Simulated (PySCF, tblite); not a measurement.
**C6H11OP: geometry, infrared bands and NMR shifts**

What infrared bands and NMR shifts should C6H11OP (`C#CP(=O)(CC)CC`) show?

Programs: tblite 0.8.0 and PySCF 2.14.0, with density-fitted response routines of our own. Each step states its level of theory. These are calculated values for one molecule in the gas phase, unless marked as measured. Atoms are numbered from 0 throughout.

## (1) The molecule as given

19 atoms, charge 0, multiplicity 1; geometry from: force field or distance geometry start.

Bonds of the start (Å): C0–C1 1.21, C1–P2 1.80, P2–O3 1.52, P2–C4 1.77, C4–C5 1.51, P2–C6 1.78, C6–C7 1.51, C0–H8 1.06, C4–H9 1.10, C4–H10 1.10, C5–H11 1.10, C5–H12 1.10, C5–H13 1.10, C6–H14 1.09, C6–H15 1.10, C7–H16 1.10, C7–H17 1.10, C7–H18 1.09.

## (2) Geometry optimisation with GFN2-xTB

What the job is given:

```
{"job": {"kind": "relax", "xc": "GFN2-xTB", "basis": "xTB"}, "charge": 0, "multiplicity": 1}
C      1.232700     2.873900     1.179500
C      0.614300     2.057400     0.539700
P     -0.285800     0.813800    -0.400100
O     -1.109900     1.659400    -1.356200
C      0.899300    -0.233700    -1.194800
C      1.819500    -0.997200    -0.278000
C     -1.256700    -0.119900     0.758300
C     -2.136100    -1.168500     0.124300
H      1.758700     3.616000     1.732700
H      0.362100    -0.948400    -1.832800
H      1.505000     0.384200    -1.874600
H      1.254100    -1.679700     0.368700
H      2.379500    -0.312700     0.380300
H      2.544600    -1.590700    -0.854800
H     -0.596700    -0.595900     1.489400
H     -1.892900     0.570500     1.340900
H     -2.730700    -1.694100     0.881300
H     -2.829800    -0.718300    -0.597300
H     -1.540900    -1.906800    -0.414000
```

On the command line:

```
> OMP_NUM_THREADS=1 python probes_run.py task.json out
```

This one command runs all jobs of the session in turn.

**Question.** This job is followed by: GFN2-xTB harmonic vibrations, gas phase; GIAO PBE0/pcSseg-1 NMR shielding, non-relativistic, gas phase. Predict these results of the whole session: strongest single infrared mode (GFN2-xTB); zero-point energy (GFN2-xTB); ¹³C shifts against TMS (PBE0/pcSseg-1, means over atoms taken as alike); ¹H shifts against TMS (PBE0/pcSseg-1, means over atoms taken as alike); ³¹P shifts against H3PO4 (PBE0/pcSseg-1); ¹⁷O shifts against H2O (PBE0/pcSseg-1); surface potential, 1st and 99th percentile.

**Answer**, as computed:

| quantity | value |
| --- | --- |
| strongest single infrared mode (GFN2-xTB) | 1279 cm⁻¹, 191 km/mol |
| zero-point energy (GFN2-xTB) | 96.2 kcal/mol |
| ¹³C shifts against TMS (PBE0/pcSseg-1, means over atoms taken as alike) | 96.7, 86.2, 28.0, 7.5 ppm |
| ¹H shifts against TMS (PBE0/pcSseg-1, means over atoms taken as alike) | 2.27, 1.95, 1.76, 1.11 ppm |
| ³¹P shifts against H3PO4 (PBE0/pcSseg-1) | 0.2 ppm |
| ¹⁷O shifts against H2O (PBE0/pcSseg-1) | 99.3 ppm |
| surface potential, 1st and 99th percentile | -2.33 V and 1.71 V |

The optimisation took 55 steps and gained 0.365 eV; among the close pairs (by a distance rule), P2–C4 changed most, from 1.770 to 1.838 Å. No mode is imaginary among the 51: a minimum at this level. The strongest single mode, at 1279 cm⁻¹, is carried by O3, P2, C4. GFN2-xTB is a fitted tight-binding method: band positions and strengths are rough. Its intensities can rank the bands wrongly. At PBE0/pcSseg-1: The widest tensor belongs to C1: span 295 ppm, with a paramagnetic part of -172 ppm.
